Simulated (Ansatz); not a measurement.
# Li26SnF27 (Griceite): the cost of one run

Program: Ansatz 0.2.0. Level of theory: DFT, PBE, plane-wave PAW, default files, scalar-relativistic, as far as a step names no other. These are calculated values, not measurements.

## (1) The structure to begin with

It takes space group Fm-3m (No. 225, cubic). The conventional cell has a = 12.084 Å, b = 12.084 Å, c = 12.084 Å, α = 90.00°, β = 90.00°, γ = 90.00°. Sn (site symmetry m-3m) has 6 F at 2.01 Å as nearest neighbours. Li (site symmetry mm2) is surrounded by 6 F at 2.01 Å. Li (site symmetry 3m) has 6 F at 2.01 Å as nearest neighbours. Around Li (site symmetry 4mm) lie 6 F at 2.01 Å. Around F (site symmetry 3m) lie 6 Li at 2.01 Å. Around F (site symmetry 4mm) lie 5 Li at 2.01 Å and 1 Sn at 2.01 Å. Around F (site symmetry mm2) lie 6 Li at 2.01 Å. Around F (site symmetry m-3m) lie 6 Li at 2.01 Å.

Coordinates:

```xyz
54
Lattice="0.0000 6.0420 6.0420 6.0420 0.0000 6.0420 6.0420 6.0420 0.0000" Properties=species:S:1:pos:R:3 pbc="T T T"
Sn    0.0000    0.0000    0.0000
Li    2.0140    2.0140    0.0000
Li    4.0280    4.0280    0.0000
Li    2.0140    0.0000    2.0140
Li    4.0280    2.0140    2.0140
Li    6.0420    4.0280    2.0140
Li    4.0280    0.0000    4.0280
Li    6.0420    2.0140    4.0280
Li    8.0560    4.0280    4.0280
Li    0.0000    2.0140    2.0140
Li    2.0140    4.0280    2.0140
Li    4.0280    6.0420    2.0140
Li    2.0140    2.0140    4.0280
Li    4.0280    4.0280    4.0280
Li    6.0420    6.0420    4.0280
Li    4.0280    2.0140    6.0420
Li    6.0420    4.0280    6.0420
Li    8.0560    6.0420    6.0420
Li    0.0000    4.0280    4.0280
Li    2.0140    6.0420    4.0280
Li    4.0280    8.0560    4.0280
Li    2.0140    4.0280    6.0420
Li    4.0280    6.0420    6.0420
Li    6.0420    8.0560    6.0420
Li    4.0280    4.0280    8.0560
Li    6.0420    6.0420    8.0560
Li    8.0560    8.0560    8.0560
F     2.0140    2.0140    2.0140
F     4.0280    4.0280    2.0140
F     6.0420    6.0420    2.0140
F     4.0280    2.0140    4.0280
F     6.0420    4.0280    4.0280
F     8.0560    6.0420    4.0280
F     6.0420    2.0140    6.0420
F     8.0560    4.0280    6.0420
F    10.0700    6.0420    6.0420
F     2.0140    4.0280    4.0280
F     4.0280    6.0420    4.0280
F     6.0420    8.0560    4.0280
F     4.0280    4.0280    6.0420
F     6.0420    6.0420    6.0420
F     8.0560    8.0560    6.0420
F     6.0420    4.0280    8.0560
F     8.0560    6.0420    8.0560
F    10.0700    8.0560    8.0560
F     2.0140    6.0420    6.0420
F     4.0280    8.0560    6.0420
F     6.0420   10.0700    6.0420
F     4.0280    6.0420    8.0560
F     6.0420    8.0560    8.0560
F     8.0560   10.0700    8.0560
F     6.0420    6.0420   10.0700
F     8.0560    8.0560   10.0700
F    10.0700   10.0700   10.0700
```

Atom 1 of the input is the impurity.

## (2) Gradients at the starting positions

Contents of input.yaml:

```yaml
crystal:
  lattice:
    - [0.0, 6.042, 6.042]
    - [6.042, 0.0, 6.042]
    - [6.042, 6.042, 0.0]
  atoms:
    - { symbol: Sn, position: [0.0, 0.0, 0.0] }
    - { symbol: Li, position: [0.0, 0.0, 0.3333333333] }
    - { symbol: Li, position: [0.0, 0.0, 0.6666666667] }
    - { symbol: Li, position: [0.0, 0.3333333333, 0.0] }
    - { symbol: Li, position: [0.0, 0.3333333333, 0.3333333333] }
    - { symbol: Li, position: [0.0, 0.3333333333, 0.6666666667] }
    - { symbol: Li, position: [0.0, 0.6666666667, 0.0] }
    - { symbol: Li, position: [0.0, 0.6666666667, 0.3333333333] }
    - { symbol: Li, position: [0.0, 0.6666666667, 0.6666666667] }
    - { symbol: Li, position: [0.3333333333, 0.0, 0.0] }
    - { symbol: Li, position: [0.3333333333, 0.0, 0.3333333333] }
    - { symbol: Li, position: [0.3333333333, 0.0, 0.6666666667] }
    - { symbol: Li, position: [0.3333333333, 0.3333333333, 0.0] }
    - { symbol: Li, position: [0.3333333333, 0.3333333333, 0.3333333333] }
    - { symbol: Li, position: [0.3333333333, 0.3333333333, 0.6666666667] }
    - { symbol: Li, position: [0.3333333333, 0.6666666667, 0.0] }
    - { symbol: Li, position: [0.3333333333, 0.6666666667, 0.3333333333] }
    - { symbol: Li, position: [0.3333333333, 0.6666666667, 0.6666666667] }
    - { symbol: Li, position: [0.6666666667, 0.0, 0.0] }
    - { symbol: Li, position: [0.6666666667, 0.0, 0.3333333333] }
    - { symbol: Li, position: [0.6666666667, 0.0, 0.6666666667] }
    - { symbol: Li, position: [0.6666666667, 0.3333333333, 0.0] }
    - { symbol: Li, position: [0.6666666667, 0.3333333333, 0.3333333333] }
    - { symbol: Li, position: [0.6666666667, 0.3333333333, 0.6666666667] }
    - { symbol: Li, position: [0.6666666667, 0.6666666667, 0.0] }
    - { symbol: Li, position: [0.6666666667, 0.6666666667, 0.3333333333] }
    - { symbol: Li, position: [0.6666666667, 0.6666666667, 0.6666666667] }
    - { symbol: F, position: [0.1666666667, 0.1666666667, 0.1666666667] }
    - { symbol: F, position: [0.1666666667, 0.1666666667, 0.5] }
    - { symbol: F, position: [0.1666666667, 0.1666666667, 0.8333333333] }
    - { symbol: F, position: [0.1666666667, 0.5, 0.1666666667] }
    - { symbol: F, position: [0.1666666667, 0.5, 0.5] }
    - { symbol: F, position: [0.1666666667, 0.5, 0.8333333333] }
    - { symbol: F, position: [0.1666666667, 0.8333333333, 0.1666666667] }
    - { symbol: F, position: [0.1666666667, 0.8333333333, 0.5] }
    - { symbol: F, position: [0.1666666667, 0.8333333333, 0.8333333333] }
    - { symbol: F, position: [0.5, 0.1666666667, 0.1666666667] }
    - { symbol: F, position: [0.5, 0.1666666667, 0.5] }
    - { symbol: F, position: [0.5, 0.1666666667, 0.8333333333] }
    - { symbol: F, position: [0.5, 0.5, 0.1666666667] }
    - { symbol: F, position: [0.5, 0.5, 0.5] }
    - { symbol: F, position: [0.5, 0.5, 0.8333333333] }
    - { symbol: F, position: [0.5, 0.8333333333, 0.1666666667] }
    - { symbol: F, position: [0.5, 0.8333333333, 0.5] }
    - { symbol: F, position: [0.5, 0.8333333333, 0.8333333333] }
    - { symbol: F, position: [0.8333333333, 0.1666666667, 0.1666666667] }
    - { symbol: F, position: [0.8333333333, 0.1666666667, 0.5] }
    - { symbol: F, position: [0.8333333333, 0.1666666667, 0.8333333333] }
    - { symbol: F, position: [0.8333333333, 0.5, 0.1666666667] }
    - { symbol: F, position: [0.8333333333, 0.5, 0.5] }
    - { symbol: F, position: [0.8333333333, 0.5, 0.8333333333] }
    - { symbol: F, position: [0.8333333333, 0.8333333333, 0.1666666667] }
    - { symbol: F, position: [0.8333333333, 0.8333333333, 0.5] }
    - { symbol: F, position: [0.8333333333, 0.8333333333, 0.8333333333] }
total_charge: 1
kpoints:
  mp_grid: { grid: [3, 3, 3] }
scf:
  occupations: { method: fermi_dirac, width: 0.01 }
hamiltonian:
  xc: pbe
  pseudopotentials: { kind: paw }
output:
  forces: true
  stress: true
  populations: true
  efg:
    quadrupole_moments_barn: { Sn: -0.132, Li: -0.0401 }
    contact_densities: true
```

On the command line:

```sh
ansatz run input.yaml --threads 1 --pin off --max-ram 3072MiB --backend cpu --events-out ev --progress --plain --runs-dir out
```

What time and memory should one allow on 1 thread of Arm Neoverse V1, shared host?

About 59 s, with a peak of 1.1 GiB.
